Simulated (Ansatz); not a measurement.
# Lu2AlN3: the cost of one run

Program: Ansatz 0.2.0. Level of theory: DFT PBE, scalar-relativistic, plane waves, PAW. These are calculated values, not measurements.

1 further run of the same task is left out (it didn't finish).

### Step 1. Starting point

The structure is hexagonal, space group P6/mmm (No. 191). The conventional cell has a = 5.814 Å, b = 5.814 Å, c = 3.894 Å, α = 90.00°, β = 90.00°, γ = 120.00°. Lu (site symmetry -6m2) has 2 N at 1.95 Å as nearest neighbours. Around Al (site symmetry 6/mmm) lie 2 N at 1.95 Å. N (site symmetry -6m2) is surrounded by 2 Lu at 1.95 Å. N (site symmetry 6/mmm) has 2 Al at 1.95 Å as nearest neighbours.

As a file:

```cif
data_structure
_symmetry_space_group_name_H-M 'P 1'
_symmetry_Int_Tables_number 1
_cell_length_a 5.8135
_cell_length_b 5.8135
_cell_length_c 3.8942
_cell_angle_alpha 90.000
_cell_angle_beta 90.000
_cell_angle_gamma 120.000
_cell_volume 113.98
loop_
_atom_site_label
_atom_site_type_symbol
_atom_site_fract_x
_atom_site_fract_y
_atom_site_fract_z
_atom_site_occupancy
Lu1 Lu 0.33333 0.66667 0.50000 1
Lu2 Lu 0.66667 0.33333 0.50000 1
Al1 Al 0.00000 0.00000 0.00000 1
N1 N 0.33333 0.66667 0.00000 1
N2 N 0.66667 0.33333 0.00000 1
N3 N 0.00000 0.00000 0.50000 1
```

Recipe of the guess: random cell by space group and Wyckoff sites (P6/mmm, No. 191). Its size is a rough estimate.

### Step 2. A first look at the guess

input.yaml reads:

```yaml
crystal:
  lattice:
    - [5.81354051, 0.0, 0.0]
    - [-2.90677026, 5.03467377, 0.0]
    - [0.0, 0.0, 3.89415706]
  atoms:
    - { symbol: Lu, position: [0.33333333, 0.66666667, 0.5] }
    - { symbol: Lu, position: [0.66666667, 0.33333333, 0.5] }
    - { symbol: Al, position: [0.0, 0.0, 0.0] }
    - { symbol: "N", position: [0.33333333, 0.66666667, 0.0] }
    - { symbol: "N", position: [0.66666667, 0.33333333, 0.0] }
    - { symbol: "N", position: [0.0, 0.0, 0.5] }
basis:
  ecutwfc: 420
kpoints:
  mp_grid: { grid: [3, 3, 4] }
hamiltonian:
  xc: pbe
scf:
  occupations: { method: gaussian, width: 0.1 }
  lower_state_search: "off"
output:
  forces: true
  stress: true
  eigenvalues: true
```

The run is started by

```
ansatz run input.yaml --threads 1 --pin off --max-ram 2560MiB --backend cpu --events-out ev --progress --plain --runs-dir out
```

Q: Estimate wall time and peak memory on 1 thread of Arm Neoverse V1, shared host.

About 4 s, with a peak of 0.36 GiB.
